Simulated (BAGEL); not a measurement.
**HF/3-21G (density fitting with qzvpp-jkfit) run of BH3O2 (SMILES OBO)**

Aim: the electronic atomisation energy of BH3O2 at HF/3-21G (density fitting with qzvpp-jkfit), from 4 runs. 

Program for the calculation: BAGEL 1.2.2.

12 further runs of the same task are left out: 12 set aside as unsound or not needed.

### Step 1. The system as given

BH3O2: 6 atoms, total charge 0, spin state singlet. As SMILES, `OBO`. The shape is that of a PBE0-D4/def2-TZVP optimisation. This is one conformer, not always the lowest.

Bond lengths: O1–B2 1.356 Å, B2–O3 1.356 Å, O1–H4 0.958 Å, B2–H5 1.204 Å, O3–H6 0.958 Å. Angles: O1–B2–O3 116.8°, O1–B2–H5 121.6°, O3–B2–H5 121.6°, B2–O1–H4 112.7°, B2–O3–H6 112.7°.

### Step 2. The energy at HF/3-21G (density fitting with qzvpp-jkfit)

Input file input.json:

```json
{ "bagel" : [

{
  "title" : "molecule",
  "basis" : "3-21g",
  "df_basis" : "qzvpp-jkfit",
  "angstrom" : "true",
  "geometry" : [
    { "atom" : "O", "xyz" : [      -1.176200,      -0.524500,      -0.251800 ] },
    { "atom" : "B", "xyz" : [       0.049500,       0.028100,      -0.072900 ] },
    { "atom" : "O", "xyz" : [       0.580600,      -0.053800,       1.172500 ] },
    { "atom" : "H", "xyz" : [      -1.494700,      -0.433500,      -1.150600 ] },
    { "atom" : "H", "xyz" : [       0.637800,       0.565600,      -0.976100 ] },
    { "atom" : "H", "xyz" : [       1.445200,       0.354100,       1.232800 ] }
  ]
},

{ "title" : "hf", "charge" : 0 },

{ "title" : "print", "file" : "orbitals.molden", "orbitals" : "true" }

]}
```

Command:

```console
$ BAGEL_NUM_THREADS=1 BAGEL input.json > input.out
```

The log of the run:

```text
* using 1 threads per process

  ===============================================================
  ===============================================================

  *** Geometry ***

  { "atom" : "O", "xyz" : [     -2.222696,     -0.991161,     -0.475833 ] },
  { "atom" : "B", "xyz" : [      0.093541,      0.053101,     -0.137761 ] },
  { "atom" : "O", "xyz" : [      1.097175,     -0.101667,      2.215704 ] },
  { "atom" : "H", "xyz" : [     -2.824574,     -0.819196,     -2.174319 ] },
  { "atom" : "H", "xyz" : [      1.205267,      1.068829,     -1.844562 ] },
  { "atom" : "H", "xyz" : [      2.731032,      0.669152,      2.329654 ] },

  Number of auxiliary basis functions:      283

  Since a DF basis is specified, we compute 2- and 3-index integrals:
    o Being stored without compression. Storage requirement is 0.002 GB

  Number of basis functions:       33
  Number of electrons      :       24

    * METHOD: MOLECULE                             0.08

  *** RHF ***

  === Nuclear Repulsion ===
    66.7052445314

      * DIIS with orbital gradients will be used.

  === RHF iteration (3-21g) ===
      0       -175.11820728          0.04618531           0.01
      1       -175.23284994          0.02637808           0.01
      2       -175.27723018          0.00205821           0.01
      3       -175.27780860          0.00022996           0.01
      4       -175.27781882          0.00004560           0.01
      5       -175.27781925          0.00000932           0.01
      6       -175.27781927          0.00000174           0.01
      7       -175.27781927          0.00000022           0.00
      8       -175.27781927          0.00000007           0.00
      9       -175.27781927          0.00000003           0.00
     10       -175.27781927          0.00000001           0.00
    * SCF iteration converged.

    * Permanent dipole moment:
           (   -0.608268,    -0.555659,     0.934060) a.u.

    * METHOD: HF                                   0.11

    * METHOD: PRINT                                0.00

  ===============================================================
```

Run time: 1.1 s. Hardware: 1 thread of Intel Xeon Platinum 8488C (Sapphire Rapids), shared host; peak memory 0.08 GiB.

### Step 3. The B atom, same level

Input file input.json:

```json
{ "bagel": [

{
  "title": "molecule",
  "basis": "3-21g",
  "df_basis": "qzvpp-jkfit",
  "angstrom": true,
  "geometry": [
    { "atom": "B", "xyz": [    0.000000,    0.000000,    0.000000 ] }
  ]
},
{ "title": "uhf", "nopen": 1 },
{ "title": "print", "file": "orbitals.molden", "orbitals": true }

]}
```

Run the same way, it converges to -24.38978 Eh (log not shown).

### Step 4. The H atom, same level

Input file input.json:

```json
{ "bagel" : [

{
  "title" : "molecule",
  "basis" : "3-21g",
  "df_basis" : "qzvpp-jkfit",
  "angstrom" : "true",
  "geometry" : [
    { "atom" : "H", "xyz" : [       0.000000,       0.000000,       0.000000 ] }
  ]
},

{ "title" : "uhf", "nopen" : 1 },

{ "title" : "print", "file" : "orbitals.molden", "orbitals" : "true" }

]}
```

Run the same way, it converges to -0.49620 Eh (log not shown).

### Step 5. The O atom, same level

Input file job.json:

```json
{ "bagel" : [

{
  "title" : "molecule",
  "basis" : "3-21g",
  "df_basis" : "qzvpp-jkfit",
  "angstrom" : true,
  "geometry" : [
    { "atom" : "O", "xyz" : [    0.000000,    0.000000,    0.000000 ] }
  ]
},
{
  "title" : "uhf",
  "nopen" : 2
},
{
  "title" : "print",
  "file" : "orbitals.molden",
  "orbitals" : true
}

]}
```

Run the same way, it converges to -74.39351 Eh (log not shown).

### Step 6. Outcome

At HF/3-21G (density fitting with qzvpp-jkfit):

```
                     quantity          value
       molecule: total energy  -175.27782 Eh
      molecule: dipole moment         3.17 D
        molecule: HOMO energy      -12.83 eV
        molecule: LUMO energy        5.54 eV
      molecule: HOMO–LUMO gap       18.37 eV
         B atom: total energy   -24.38978 Eh
        B atom: dipole moment         0.00 D
                 B atom: ⟨S²⟩          0.750
         H atom: total energy    -0.49620 Eh
        H atom: dipole moment         0.00 D
                 H atom: ⟨S²⟩          0.750
         O atom: total energy   -74.39351 Eh
        O atom: dipole moment         0.00 D
                 O atom: ⟨S²⟩          2.001
electronic atomisation energy      16.665 eV
```

Taking the molecule apart into free atoms costs 16.67 eV (384 kcal/mol), before zero-point energy and without spin-orbit coupling. Hartree–Fock lacks the correlation of the bonding pairs, which as a rule makes this value much too low; in minimal bases other errors can mask that. The basis has no polarisation functions, which makes bonds too weak.
